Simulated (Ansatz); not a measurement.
# CH₅BClNO: one species, many methods

The task here is to estimate one member of a computed series from the others.

Method: functionals in def2-TZVPP, the program's frozen cores in correlated methods; program: Ansatz 0.2.0, Gaussian basis.

The runs, in order: PBE-D4, r2SCAN-D4, PBE0-D4, B3LYP-D4, ωB97X-V, ωB97M-V, B2PLYP; CCSD(T)/def2-TZVPP; CCSD(T)/def2-QZVPP; extrapolation to the limit.

### The geometry

The geometry comes from an earlier relaxation with PBE0-D4 in a triple-zeta def2 set; it is a stationary point, not always the lowest conformer.

SMILES `NB(Cl)CO`, 10 atoms, charge 0, spin multiplicity 1.

Atoms are counted from 1 here; the program's logs count them from 0.

Bond lengths: N1–B2 1.386 Å, N1–H6 1.006 Å, N1–H7 1.006 Å, B2–Cl3 1.784 Å, B2–C4 1.577 Å, C4–O5 1.413 Å, C4–H8 1.096 Å, C4–H9 1.105 Å, O5–H10 0.962 Å. Angles: B2–N1–H6 123.1°, B2–N1–H7 122.5°, H6–N1–H7 114.4°, N1–B2–Cl3 118.3°, N1–B2–C4 123.5°, Cl3–B2–C4 118.2°, B2–C4–O5 116.0°, B2–C4–H8 109.8°, B2–C4–H9 107.4°, O5–C4–H8 107.3°, O5–C4–H9 110.4°, H8–C4–H9 105.5°, C4–O5–H10 107.8°.

Coordinates:

```xyz
10

N    -1.64515    0.42057    0.07636
B    -0.34265    0.24355   -0.36274
Cl    0.08979    0.83901   -1.98745
C     0.76477   -0.50172    0.47640
O     2.10316   -0.18140    0.15683
H    -2.36239    0.84397   -0.48700
H    -1.95173    0.12786    0.98828
H     0.62562   -0.29295    1.54362
H     0.59056   -1.58661    0.36255
H     2.12803    0.08771   -0.76685
```

Set-up of the first run:

Input file in.yaml:

```yaml
crystal:
  periodic: [false, false, false]
  atoms:
    - {symbol: N, position_ang: [-1.645146, 0.420566, 0.076363]}
    - {symbol: B, position_ang: [-0.342654, 0.243546, -0.362737]}
    - {symbol: Cl, position_ang: [0.089788, 0.839010, -1.987448]}
    - {symbol: C, position_ang: [0.764774, -0.501715, 0.476401]}
    - {symbol: O, position_ang: [2.103155, -0.181402, 0.156833]}
    - {symbol: H, position_ang: [-2.362386, 0.843968, -0.487000]}
    - {symbol: H, position_ang: [-1.951732, 0.127861, 0.988281]}
    - {symbol: H, position_ang: [0.625622, -0.292947, 1.543616]}
    - {symbol: H, position_ang: [0.590558, -1.586613, 0.362546]}
    - {symbol: H, position_ang: [2.128031, 0.087706, -0.766846]}
basis:
  gaussian: {orbitals: def2-TZVPP}
hamiltonian: {xc: pbe, dispersion: d4}
output: {forces: true, orbitals: {seedname: orbitals}}
```

The run is started by

```bash
$ ansatz run in.yaml --threads 2 --pin off --events-out ev --progress --plain --max-ram 32768MiB --backend cpu
```

Among the steps run: PBE-D4 (GGA); r2SCAN-D4 (meta-GGA); PBE0-D4 (hybrid); B3LYP-D4 (hybrid); ωB97X-V (range-separated); ωB97M-V (range-separated); B2PLYP (double hybrid); CCSD(T) in def2-TZVPP; CCSD(T) in def2-QZVPP.

One table of the session follows, with a row left open; its other results are not shown here.

It belongs to the step «Atomisation energies». 

| method | atomisation energy (kJ/mol) |
| --- | --- |
| PBE-D4 | 3935.4 |
| r2SCAN-D4 | 3841.7 |
| PBE0-D4 | 3849.7 |
| B3LYP-D4 | 3831.8 |
| ωB97X-V | 3837.4 |
| ωB97M-V | 3853.1 |
| B2PLYP | 3790.6 |
| HF/def2-TZVPP | 2731.9 |
| MP2/def2-TZVPP | 3802.8 |
| CCSD/def2-TZVPP | 3650.1 |
| CCSD(T)/def2-TZVPP | 3712.5 |
| MP2/CBS | 3910.8 |
| CCSD(T)/CBS | ? |

Estimate the missing values for CCSD(T)/CBS.

The run gave: atomisation energy (kJ/mol): 3817.8. In the column «atomisation energy (kJ/mol)» it lies between MP2/def2-TZVPP (3802.8) and B3LYP-D4 (3831.8).
